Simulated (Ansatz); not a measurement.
# TiBr2F2: basis-set convergence

Aim: see how fast density functionals converge with the basis set for TiBr2F2.

Method: one geometry, several basis sets; program: Ansatz 0.2.0, Gaussian basis.

Plan: PBE0-D4/def2-SVP; ωB97M-V/def2-SVP; PBE0-D4/def2-QZVPP; ωB97M-V/def2-QZVPP; the functionals' def2-TZVPP values are taken from earlier runs.

## Step 1: The relaxed structure

An earlier PBE0-D4 in a triple-zeta def2 set relaxation fixed the geometry.

SMILES `[F][Ti]([F])([Br])[Br]`, 5 atoms, charge 0, spin multiplicity 1.

Atoms are counted from 1 here; the program's logs count them from 0.

Bond lengths: F1–Ti2 1.733 Å, Ti2–F3 1.733 Å, Ti2–Br4 2.325 Å, Ti2–Br5 2.325 Å. Angles: F1–Ti2–F3 109.3°, F1–Ti2–Br4 109.5°, F1–Ti2–Br5 109.5°, F3–Ti2–Br4 109.5°, F3–Ti2–Br5 109.5°, Br4–Ti2–Br5 109.6°.

As a file:

```xyz
5
Br2F2Ti
F     0.0512   -0.3628    1.7720
Ti    0.0948   -0.0945    0.0606
F     1.3951   -1.0080   -0.6305
Br   -1.9179   -0.7755   -0.8824
Br    0.4265    2.1672   -0.3612
```

## Step 2: PBE0-D4 in def2-SVP

File in.yaml:

```yaml
crystal:
  periodic: [false, false, false]
  atoms:
    - {symbol: F, position_ang: [0.051229, -0.362833, 1.772012]}
    - {symbol: Ti, position_ang: [0.094778, -0.094523, 0.060594]}
    - {symbol: F, position_ang: [1.395116, -1.007965, -0.630481]}
    - {symbol: Br, position_ang: [-1.917856, -0.775523, -0.882355]}
    - {symbol: Br, position_ang: [0.426532, 2.167245, -0.361171]}
basis:
  gaussian: {orbitals: def2-SVP}
hamiltonian: {xc: pbe0, dispersion: d4}
output: {orbitals: {seedname: orbitals}}
```

Command:

```
> ansatz run in.yaml --threads 8 --pin off --events-out ev --progress --plain --max-ram 18278MiB
```

The runs that follow: ωB97M-V in def2-SVP; PBE0-D4 in def2-QZVPP; ωB97M-V in def2-QZVPP.

Before running them: what should the planned runs give, taken together? Wanted: PBE0-D4: double and triple zeta above quadruple; ωB97M-V: double and triple zeta above quadruple.

**Answer**, as computed:

```
                                       quantity           value
PBE0-D4: double and triple zeta above quadruple  30.56, 3.59 eV
ωB97M-V: double and triple zeta above quadruple  30.43, 3.43 eV
```

In words: For PBE0-D4 the step from double to triple zeta gains 26.97 eV and the next only 3.59 eV. These are total energies; as a rule much of such shifts cancels in differences, which this series doesn't test.
